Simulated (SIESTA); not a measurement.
MnSi:

```
Mn Si
1.0
     4.54800    0.00000    0.00000
     0.00000    4.54800    0.00000
     0.00000    0.00000    4.54800
Mn Si
4 4
Cartesian
  3.9204 2.9016 1.6464
  2.9016 1.6464 3.9204
  1.6464 3.9204 2.9016
  0.6276 0.6276 0.6276
  0.7004 1.5736 2.9744
  1.5736 2.9744 0.7004
  2.9744 0.7004 1.5736
  3.8476 3.8476 3.8476
```

```yaml
Program: SIESTA 5.4.2
Task: single point
Functional: PBEsol
Potentials_or_basis: PseudoDojo 0.4 standard (PBEsol files)
Basis: DZP (energy shift 0.003 Ry; two zetas on semicore shells)
Grid_cutoff: 800 Ry
Energy_shift: 0.003 Ry
k_mesh: 6 × 6 × 6
Occupations: fermi-dirac, width 0.05 eV
Spin: collinear spin, ferromagnetic start
Starting_moments: "[4.0, 4.0, 4.0, 4.0, 0.0, 0.0, 0.0, 0.0] μB"
```

On this cell: pressure -10.0 GPa; largest force 0.183 eV/Å; net moment 3.95 μB per cell; site moments Mn +1.12; Si -0.13 μB; band gap on the k mesh none (metal or under the smearing width).

The same run follows on a disturbed copy (atoms moved at random, drawn with an rms of 0.05 Å):

```xyz
8
Lattice="4.5480 0.0000 0.0000 0.0000 4.5480 0.0000 0.0000 0.0000 4.5480" Properties=species:S:1:pos:R:3 pbc="T T T"
Mn    3.9492    2.9000    1.6470
Mn    2.9503    1.7065    3.9100
Mn    1.6426    3.8881    2.9138
Mn    0.5806    0.6387    0.6558
Si    0.7353    1.5843    2.9236
Si    1.5709    2.9573    0.6972
Si    2.9907    0.7284    1.5596
Si    3.8808    3.7857    3.9116
```

Q: What changes?

A: The energy (extrapolated to zero smearing) moves by +23.4 meV/atom; pressure -8.9 GPa; largest force 1.211 eV/Å; net moment 3.98 μB per cell; site moments Mn +1.11, +1.13, +1.22, +1.05; Si -0.14, -0.13 μB; band gap on the k mesh none (metal or under the smearing width).

Forces on the atoms (eV/Å):
```
Mn  -0.301  0.229  0.360
Mn  -0.693 -0.986  0.117
Mn   0.497  0.715 -0.331
Mn   0.895 -0.191 -0.743
Si   0.218 -0.567  0.852
Si   0.035  0.374  0.136
Si  -0.511 -0.401  0.354
Si  -0.141  0.825 -0.743
```

Stress tensor (GPa, compression positive):
```
-8.76  0.91 -0.39
 0.91 -8.37  0.29
-0.39  0.29 -9.55
```

Caveats: short orbitals over semicore shells can move pressures by several GPa; the moment fell far below its start of 4 μB, so a state of higher moment may lie lower in energy; the basis of atomic orbitals isn't converged, which shifts pressures, moduli and gaps.
